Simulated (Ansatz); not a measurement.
**CH7GaSn (SMILES [CH3][SnH2][GaH2]) at CCSD(T)/def2-SVP (core potential)**

Aim: the energy change on altering one bond length of CH7GaSn at CCSD(T)/def2-SVP (core potential), from 2 runs. 

The results are computed with Ansatz 0.2.0.

38 further runs of the same task are left out: 38 set aside as unsound or not needed.

**1. The molecule**

The species is CH7GaSn (10 atoms), meant as a singlet with charge 0. SMILES: `[CH3][SnH2][GaH2]`. The shape is that of a PBE0-D4/def2-TZVP optimisation.

Bond lengths: C1–Sn2 2.149 Å, Sn2–Ga3 2.622 Å, C1–H4 1.090 Å, C1–H5 1.090 Å, C1–H6 1.090 Å, Sn2–H7 1.717 Å, Sn2–H8 1.717 Å, Ga3–H9 1.576 Å, Ga3–H10 1.574 Å. Some angles: C1–Sn2–Ga3 113.9°, C1–Sn2–H7 107.9°, C1–Sn2–H8 108.0°, Ga3–Sn2–H7 110.2°, Ga3–Sn2–H8 110.6°, Sn2–C1–H4 109.9°, Sn2–C1–H5 110.0°, Sn2–C1–H6 110.0°, Sn2–Ga3–H9 121.1°, Sn2–Ga3–H10 120.9°.

**2. A single-point energy at CCSD(T)/def2-SVP (core potential)**

in.yaml

```yaml
crystal:
  periodic: [false, false, false]
  atoms:
    - {symbol: C, position_ang: [-1.630300, 0.570100, -0.523900]}
    - {symbol: Sn, position_ang: [0.239600, -0.482300, -0.646800]}
    - {symbol: Ga, position_ang: [1.786900, -0.142600, 1.442100]}
    - {symbol: H, position_ang: [-2.223300, 0.378200, -1.418300]}
    - {symbol: H, position_ang: [-2.188000, 0.236900, 0.351500]}
    - {symbol: H, position_ang: [-1.449600, 1.641800, -0.439900]}
    - {symbol: H, position_ang: [-0.106900, -2.150300, -0.863700]}
    - {symbol: H, position_ang: [1.039800, 0.025500, -2.078600]}
    - {symbol: H, position_ang: [1.310700, 0.711500, 2.677700]}
    - {symbol: H, position_ang: [3.221300, -0.788900, 1.499900]}
basis:
  gaussian:
    orbitals: def2-SVP
correlation:
  method: ccsd_t
  frozen_orbitals: {C: 1, Ga: 9, H: 0, Sn: 4}
accuracy: high
scf:
  omitted_lower_state_checks: [cluster_reference, increment]
```

The run is started by

```sh
$ ansatz run in.yaml --threads 1 --pin off --max-ram 2610MiB --events-out events.jsonl --progress --plain --runs-dir runs
```

The log of the run (excerpt; [...] marks lines left out):

```text
Warning: RAYON_NUM_THREADS=1 ignored (pool sized by the plan → 1); use --threads N
Functional definition: HF
  name "HF"
[...]
2479 factors; integrals over basis functions are off by at most 3.2e-8 eV
[...]
mean field -59272.66323468 eV, -2178.2301974204 hartree, gradient 5.3e-8 eV, S^2 0.000000; 0 other end points of the search recorded, 0 dependent functions left out
14 core orbitals not correlated: weight in the atoms' cores, before any rotation towards them, 1.000 or more for the frozen orbitals, at most 0.000 for the correlated occupied ones
reference -59272.66323468 eV, -2178.2301974204 hartree; 19, 19 occupied and 74, 74 virtual orbitals, 2479 factors
second order -13.12316004 eV of doubles, -0.00000000 eV of singles
cycle   1  -13.54821590 eV  change   -4.3e-1 eV  update   1.0e-1
[...]
cycle  20  -14.17577301 eV  change    2.6e-9 eV  update   4.2e-9
perturbative correction -0.42839371 eV, -0.0157431784 hartree
Total energy: -59287.26740140 eV, -2178.7668906484 hartree
Checks for a lower state left out: cluster_reference, increment
```

It took 59 s on 1 thread of Arm Neoverse V2, shared host; peak memory 0.85 GiB.

**3. The distorted shape, same level**

job.yaml

```yaml
crystal:
  periodic: [false, false, false]
  atoms:
    - {symbol: C, position_ang: [-1.578318, 0.820333, -0.491361]}
    - {symbol: Sn, position_ang: [0.291582, -0.232067, -0.614261]}
    - {symbol: Ga, position_ang: [1.838882, 0.107633, 1.474639]}
    - {symbol: H, position_ang: [-2.171318, 0.628433, -1.385761]}
    - {symbol: H, position_ang: [-2.136018, 0.487133, 0.384039]}
    - {symbol: H, position_ang: [-1.397618, 1.892033, -0.407361]}
    - {symbol: H, position_ang: [-0.106900, -2.150300, -0.863700]}
    - {symbol: H, position_ang: [1.091782, 0.275733, -2.046061]}
    - {symbol: H, position_ang: [1.362682, 0.961733, 2.710239]}
    - {symbol: H, position_ang: [3.273282, -0.538667, 1.532439]}
basis:
  gaussian:
    orbitals: def2-SVP
correlation:
  method: ccsd_t
  frozen_orbitals: {C: 1, Ga: 9, H: 0, Sn: 4}
accuracy: high
scf:
  omitted_lower_state_checks: [cluster_reference, increment]
```

The run is started by

```sh
$ ansatz run job.yaml --threads 1 --pin off --max-ram 2610MiB --events-out events.jsonl --progress --plain --runs-dir runs
```

The log of the run (excerpt; [...] marks lines left out):

```text
Warning: RAYON_NUM_THREADS=1 ignored (pool sized by the plan → 1); use --threads N
[... 2 set-up lines as earlier in the session ...]
[...]
2475 factors; integrals over basis functions are off by at most 2.4e-8 eV
[...]
mean field -59272.33254012 eV, -2178.2180446194 hartree, gradient 5.6e-8 eV, S^2 0.000000; 0 other end points of the search recorded, 0 dependent functions left out
14 core orbitals not correlated: weight in the atoms' cores, before any rotation towards them, 1.000 or more for the frozen orbitals, at most 0.000 for the correlated occupied ones
reference -59272.33254012 eV, -2178.2180446194 hartree; 19, 19 occupied and 74, 74 virtual orbitals, 2475 factors
second order -13.11029894 eV of doubles, -0.00000000 eV of singles
cycle   1  -13.54523195 eV  change   -4.3e-1 eV  update   1.0e-1
[...]
cycle  22  -14.19624081 eV  change   -2.2e-9 eV  update   1.7e-9
perturbative correction -0.43652153 eV, -0.0160418704 hartree
Total energy: -59286.96530247 eV, -2178.7557887172 hartree
Checks for a lower state left out: cluster_reference, increment
```

Wall time 62 s (1 thread of Arm Neoverse V2, shared host); peak memory 0.85 GiB.

**4. Summary of results**

At CCSD(T)/def2-SVP (core potential), 14 core orbitals frozen:

| quantity | value |
| --- | --- |
| first shape: total energy | -2178.76689 Eh |
| first shape: correlation energy (14 core orbitals frozen) | -536.7 mEh |
| first shape: (T) correction | -15.74 mEh |
| first shape: T1 diagnostic | 0.010 |
| distorted shape: total energy | -2178.75579 Eh |
| distorted shape: correlation energy (14 core orbitals frozen) | -537.7 mEh |
| distorted shape: (T) correction | -16.04 mEh |
| distorted shape: T1 diagnostic | 0.011 |
| energy change with the Sn2–H7 bond stretched from 1.717 to 1.975 Å | 0.302 eV |

What this shows: With the Sn2–H7 bond stretched from 1.717 to 1.975 Å the energy rises by 0.30 eV (29.1 kJ/mol). The first shape isn't relaxed at this level, so the change isn't measured from a minimum. The triples (first shape) make up 2.9 % of the correlation energy. The triples (distorted shape) make up 3.0 % of the correlation energy.
